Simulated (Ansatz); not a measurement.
# CH5NZn: up Jacob's ladder to CCSD(T)

One table from this session's results is given with a row withheld; the runs are named, their logs left out.

The runs use Ansatz 0.2.0, Gaussian basis; functionals in def2-TZVPP, the program's frozen cores in correlated methods.

Levels to be run: LDA (SPW92), PBE-D4, revPBE-D4, BLYP-D4, r2SCAN-D4, B97M-V, PBE0-D4, B3LYP-D4, r2SCANh-D4, r2SCAN0-D4, HSE06-D4, BHLYP-D4, CAM-B3LYP-D4, LC-ωPBE, ωB97X-V, ωB97M-V, B2PLYP, PBE-QIDH; CCSD(T)/def2-SVP; CCSD(T)/def2-TZVPP; MP2/def2-QZVPP; extrapolation to the limit; RPA on PBE.

**The geometry**

The geometry comes from an earlier relaxation with PBE0-D4 in a triple-zeta def2 set; it is a stationary point, not always the lowest conformer.

SMILES `N[CH2][ZnH]`, 8 atoms, charge 0, spin multiplicity 1.

Atoms are counted from 1 here; the program's logs count them from 0.

Bond lengths: N1–C2 1.466 Å, N1–H4 1.011 Å, N1–H5 1.014 Å, C2–Zn3 1.963 Å, C2–H6 1.101 Å, C2–H7 1.097 Å, Zn3–H8 1.546 Å. Angles: C2–N1–H4 111.1°, C2–N1–H5 111.1°, H4–N1–H5 106.3°, N1–C2–Zn3 110.4°, N1–C2–H6 114.5°, N1–C2–H7 108.0°, Zn3–C2–H6 112.2°, Zn3–C2–H7 105.3°, H6–C2–H7 105.8°, C2–Zn3–H8 178.9°.

Set-up of the first run:

in.yaml

```yaml
crystal:
  periodic: [false, false, false]
  atoms:
    - {symbol: N, position_ang: [-0.274059, 0.601040, -1.053083]}
    - {symbol: C, position_ang: [0.308396, 0.352589, 0.269648]}
    - {symbol: Zn, position_ang: [0.131922, -1.542658, 0.748155]}
    - {symbol: H, position_ang: [-1.275210, 0.459374, -1.043044]}
    - {symbol: H, position_ang: [-0.124713, 1.560912, -1.344058]}
    - {symbol: H, position_ang: [-0.061331, 1.018875, 1.063816]}
    - {symbol: H, position_ang: [1.387728, 0.535507, 0.204904]}
    - {symbol: H, position_ang: [-0.000533, -3.042739, 1.097763]}
basis:
  gaussian: {orbitals: def2-TZVPP}
hamiltonian: {xc: lda}
output: {orbitals: {seedname: orbitals}}
```

On the command line:

```bash
$ ansatz run in.yaml --threads 2 --pin off --events-out ev --progress --plain --max-ram 4352MiB
```

Among the steps run: LDA; PBE-D4 (GGA); revPBE-D4 (GGA); BLYP-D4 (GGA); r2SCAN-D4 (meta-GGA); B97M-V (meta-GGA); PBE0-D4 (hybrid); B3LYP-D4 (hybrid); r2SCANh-D4 (hybrid); r2SCAN0-D4 (hybrid); HSE06-D4 (hybrid); BHLYP-D4 (hybrid); CAM-B3LYP-D4 (range-separated); LC-ωPBE (range-separated); ωB97X-V (range-separated); ωB97M-V (range-separated); B2PLYP (double hybrid); PBE-QIDH (double hybrid).

One table of the session follows, with a row left open; its other results are not shown here.

It belongs to the step «Orbital energies across the functionals». 

```
  functional  HOMO (eV)  gap (eV)
 LDA (SPW92)      -5.14      3.76
      PBE-D4      -5.03      3.84
   revPBE-D4      -4.98      3.88
     BLYP-D4      -4.94      3.78
   r2SCAN-D4      -5.28      4.49
      B97M-V      -5.42      4.30
     PBE0-D4      -6.37      5.93
    B3LYP-D4      -6.17      5.44
  r2SCANh-D4      -5.79      5.24
  r2SCAN0-D4      -6.54      6.35
    HSE06-D4      -5.96      5.17
    BHLYP-D4      -7.61      7.76
CAM-B3LYP-D4          ?         ?
     LC-ωPBE      -9.14     10.53
     ωB97X-V      -8.78     10.04
     ωB97M-V      -8.68      9.57
```

**Question.** Estimate the row for CAM-B3LYP-D4.

**Answer.** HOMO (eV): -7.78; gap (eV): 8.07. In the column «HOMO (eV)» it lies between ωB97M-V (-8.68) and BHLYP-D4 (-7.61).
